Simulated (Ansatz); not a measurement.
# CH6AlAsS: the cost of one run

Computed with Ansatz 0.2.0. Level: RKS CAM-B3LYP-D4/def2-SVP.

## 1. The system as given

SMILES `[AlH2][CH2]S[AsH2]`, 10 atoms, charge 0, spin multiplicity 1.

Atoms are counted from 1 here; the program's logs count them from 0.

Bond lengths: Al1–C2 1.983 Å, Al1–S3 2.500 Å, Al1–H5 1.598 Å, Al1–H6 1.600 Å, C2–S3 1.884 Å, C2–H7 1.106 Å, C2–H8 1.108 Å, S3–As4 2.292 Å, As4–H9 1.543 Å, As4–H10 1.546 Å. Angles: C2–Al1–S3 48.0°, C2–Al1–H5 117.7°, C2–Al1–H6 118.5°, S3–Al1–H5 110.5°, S3–Al1–H6 108.1°, H5–Al1–H6 123.8°, Al1–C2–S3 80.5°, Al1–C2–H7 124.3°, Al1–C2–H8 119.5°, S3–C2–H7 110.0°, S3–C2–H8 105.8°, H7–C2–H8 109.9°, Al1–S3–C2 51.5°, Al1–S3–As4 103.2°, C2–S3–As4 104.9°, S3–As4–H9 95.0°, S3–As4–H10 94.0°, H9–As4–H10 91.3°.

Geometry (Å):

```
Al   -0.82553    1.41945    0.26524
C     0.99387    0.63699    0.16984
S     0.25295   -0.10716   -1.39492
As   -0.49772   -2.17891   -0.76311
H    -1.04505    2.86955   -0.36963
H    -1.97030    0.59894    1.02511
H     1.36146   -0.16706    0.83366
H     1.84185    1.26597   -0.16694
H    -0.91385   -1.74375    0.65753
H     0.88542   -2.64511   -0.25389
```

## 2. Relaxation

File input.yaml:

```yaml
crystal:
  periodic: [false, false, false]
  atoms:
    - { symbol: Al, position_ang: [-0.825534, 1.419454, 0.265242] }
    - { symbol: C, position_ang: [0.993874, 0.636985, 0.16984] }
    - { symbol: S, position_ang: [0.252953, -0.107161, -1.394917] }
    - { symbol: As, position_ang: [-0.497719, -2.178911, -0.763114] }
    - { symbol: H, position_ang: [-1.04505, 2.869552, -0.369633] }
    - { symbol: H, position_ang: [-1.9703, 0.598936, 1.025108] }
    - { symbol: H, position_ang: [1.361456, -0.167064, 0.833661] }
    - { symbol: H, position_ang: [1.841852, 1.265972, -0.166935] }
    - { symbol: H, position_ang: [-0.913848, -1.743751, 0.657534] }
    - { symbol: H, position_ang: [0.885416, -2.645112, -0.253887] }
basis:
  gaussian: { orbitals: def2-SVP }
hamiltonian:
  xc: { name: CAM-B3LYP }
  dispersion: d4
output:
  forces: true
relax:
  f_tol: 0.003
  max_steps: 120
```

Launch:

```
ansatz run input.yaml --threads 1 --pin off --max-ram 2560MiB --backend cpu --events-out ev --progress --plain --runs-dir out
```

What time and memory should one allow on 1 thread of Arm Neoverse V2, shared host?

About 67 s, with a peak of 0.34 GiB.
